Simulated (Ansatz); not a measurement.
# C₃H₈FGaO: relaxing the structure

Aim: relax C₃H₈FGaO from a cheap starting geometry.

Method: RKS PBE0-D4/def2-TZVP; program: Ansatz 0.2.0, Gaussian basis.

Plan: relaxation at PBE0-D4/def2-TZVP.

1 further run of the same task is left out (set aside as unsound or not needed).

### Step 1. The starting structure

14 atoms, charge 0, spin multiplicity 1.

Atoms are counted from 1 here; the program's logs count them from 0.

Bond lengths: C1–C2 1.526 Å, C1–H7 1.088 Å, C1–H8 1.092 Å, C1–H9 1.087 Å, C2–C3 1.526 Å, C2–O4 1.416 Å, C2–H10 1.100 Å, C3–H11 1.089 Å, C3–H12 1.092 Å, C3–H13 1.087 Å, O4–Ga5 1.728 Å, Ga5–F6 1.753 Å, Ga5–H14 1.502 Å. Angles: C2–C1–H7 109.9°, C2–C1–H8 108.8°, C2–C1–H9 110.7°, H7–C1–H8 108.8°, H7–C1–H9 109.2°, H8–C1–H9 109.5°, C1–C2–C3 110.9°, C1–C2–O4 110.2°, C1–C2–H10 109.7°, C3–C2–O4 110.3°, C3–C2–H10 109.7°, O4–C2–H10 105.9°, C2–C3–H11 109.8°, C2–C3–H12 108.8°, C2–C3–H13 110.8°, H11–C3–H12 108.8°, H11–C3–H13 109.2°, H12–C3–H13 109.5° and more.

Geometry (Å):

```xyz
14
C3H8FGaO
C    -0.2078   -1.5492    0.1263
C     0.6674   -0.3215    0.3607
C     1.1567    0.2584   -0.9631
O    -0.0490    0.6575    1.0904
Ga   -1.4338    1.6480    0.7933
F    -2.3608    1.6595   -0.6940
H    -0.5536   -1.9449    1.0794
H    -1.0759   -1.2536   -0.4675
H     0.3462   -2.3216   -0.4010
H     1.5294   -0.5950    0.9876
H     1.7663    1.1410   -0.7758
H     0.2902    0.5500   -1.5611
H     1.7461   -0.4730   -1.5104
H    -1.8214    2.5444    1.9351
```

The start is a GFN2-xTB geometry.

### Step 2. Relaxation at PBE0-D4/def2-TZVP

Input file in.yaml:

```yaml
crystal:
  periodic: [false, false, false]
  atoms:
    - {symbol: C, position_ang: [-0.207790, -1.549200, 0.126270]}
    - {symbol: C, position_ang: [0.667360, -0.321540, 0.360710]}
    - {symbol: C, position_ang: [1.156690, 0.258420, -0.963130]}
    - {symbol: O, position_ang: [-0.049000, 0.657500, 1.090420]}
    - {symbol: Ga, position_ang: [-1.433780, 1.648040, 0.793340]}
    - {symbol: F, position_ang: [-2.360800, 1.659450, -0.693980]}
    - {symbol: H, position_ang: [-0.553600, -1.944910, 1.079390]}
    - {symbol: H, position_ang: [-1.075890, -1.253580, -0.467460]}
    - {symbol: H, position_ang: [0.346240, -2.321610, -0.400980]}
    - {symbol: H, position_ang: [1.529400, -0.594980, 0.987550]}
    - {symbol: H, position_ang: [1.766280, 1.140970, -0.775760]}
    - {symbol: H, position_ang: [0.290160, 0.550040, -1.561080]}
    - {symbol: H, position_ang: [1.746100, -0.473010, -1.510420]}
    - {symbol: H, position_ang: [-1.821360, 2.544390, 1.935110]}
basis:
  gaussian: {orbitals: def2-TZVP}
hamiltonian: {xc: pbe0, dispersion: d4}
relax: {f_tol: 0.005, max_steps: 150}
```

On the command line:

```bash
$ ansatz run in.yaml --threads 2 --pin off --events-out ev --progress --plain --max-ram 22528MiB --backend cuda --devices 0, --max-vram 18GiB
```

Q: Predict the results of all the runs planned. Wanted: point group; shift from the start; total energy; dispersion term; dipole moment.

As calculated:

```
                  quantity           value
               point group              Cs
                     steps               9
shift from the start (rms)         0.160 Å
              total energy  -60373.2235 eV
           dispersion term        -264 meV
             dipole moment          0.99 D
```

**Reading.** The atoms moved 0.16 Å (rms) from the start; the bond that changed most is Ga5–H14, from 1.502 to 1.540 Å. No vibrations were run, so it is not proven to be a minimum. The largest Mulliken charge, +0.60 e, sits on Ga5.
